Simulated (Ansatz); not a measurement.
# Zn6In6N7O5: the cost of one run

All numbers below are computed with Ansatz 0.2.0 (DFT PBE, scalar-relativistic, plane waves, PAW).

## Step 1: The starting structure

The cell holds 24 atoms (In6N7O5Zn6): a = 5.683 Å, b = 7.781 Å, c = 7.781 Å, α = 78.47°, β = 68.58°, γ = 68.58°.

The sites of an ideal wurtzite lattice, at a guessed lattice constant, take 6 In, 6 Zn; 7 N, 5 O (sublattices apart by semicolons), with a shake of 0.02 Å. Warren-Cowley parameters of the first shell (negative: unlike neighbours preferred): In-Zn +0.06. In a cell this small the draw can fall short of the order aimed at.

The coordinates stand in the first input below.

## Step 2: Relaxing on a coarse mesh

A cheap relaxation: coarse mesh, no symmetry, loose thresholds.

Input file input.yaml:

```yaml
crystal:
  lattice:
    - [4.92145376, 2.84140263, 0.0]
    - [1.0e-08, 5.68280526, 5.31517005]
    - [4.92145375, -2.84140263, 5.31517005]
  atoms:
    - { symbol: "N", position: [0.9678576724, 0.6904207748, 0.6943752328] }
    - { symbol: "N", position: [0.9747155341, 0.0287249282, 0.3571794121] }
    - { symbol: "N", position: [0.896274216, 0.439362539, 0.4337609685] }
    - { symbol: "N", position: [0.8960520298, 0.7716378872, 0.1064857723] }
    - { symbol: "N", position: [0.897008567, 0.1071930807, 0.770578922] }
    - { symbol: "N", position: [0.3930646119, 0.9397423092, 0.9356831995] }
    - { symbol: "N", position: [0.3983920947, 0.2686230556, 0.6049889049] }
    - { symbol: O, position: [0.9782901728, 0.3517961773, 0.0231649108] }
    - { symbol: O, position: [0.4808988518, 0.5196648992, 0.8566816712] }
    - { symbol: O, position: [0.4788033284, 0.8497314358, 0.5239340026] }
    - { symbol: O, position: [0.4771549192, 0.1867679747, 0.1890090021] }
    - { symbol: O, position: [0.3934879273, 0.6114220469, 0.2682555661] }
    - { symbol: Zn, position: [0.1668372431, 0.5011061045, 0.5013135196] }
    - { symbol: Zn, position: [0.1688658682, 0.8295402664, 0.1695236655] }
    - { symbol: Zn, position: [0.6577091443, 0.666258875, 0.3327371039] }
    - { symbol: Zn, position: [0.0821202784, 0.2530861259, 0.2502700149] }
    - { symbol: Zn, position: [0.0854925983, 0.9165680182, 0.5832546622] }
    - { symbol: Zn, position: [0.5734076169, 0.0874261777, 0.4189672701] }
    - { symbol: In, position: [0.1657585205, 0.1697204315, 0.8369784278] }
    - { symbol: In, position: [0.6700757587, 0.3307456972, 0.6642992004] }
    - { symbol: In, position: [0.6703320558, 0.0014616001, 0.9996445657] }
    - { symbol: In, position: [0.0815210624, 0.5794429237, 0.9201593084] }
    - { symbol: In, position: [0.5843896395, 0.4186739058, 0.0833899383] }
    - { symbol: In, position: [0.5857334278, 0.7528696773, 0.7492930828] }
  symmetry: { detect: false }
basis:
  ecutwfc: 420
kpoints:
  mp_grid: { grid: [3, 2, 2], shift: [0.0, 0.5, 0.5] }
hamiltonian:
  xc: pbe
scf:
  occupations: { method: gaussian, width: 0.1 }
  lower_state_search: "off"
output:
  forces: true
  stress: true
  eigenvalues: true
relax:
  adjacent_minimum: "off"
  f_tol: 0.04
  max_steps: 50
  cell: { stress_tol: 0.3 }
```

Started as:

```sh
ansatz run input.yaml --threads 4 --pin off --max-ram 9216MiB --backend cpu --events-out ev --progress --plain --runs-dir out
```

**Question.** How long does this run take on 4 threads of Intel Xeon at 2.50GHz (Skylake/Cascade Lake), shared host, and how much memory does it need?

About 2.8 min, with a peak of 1.3 GiB.
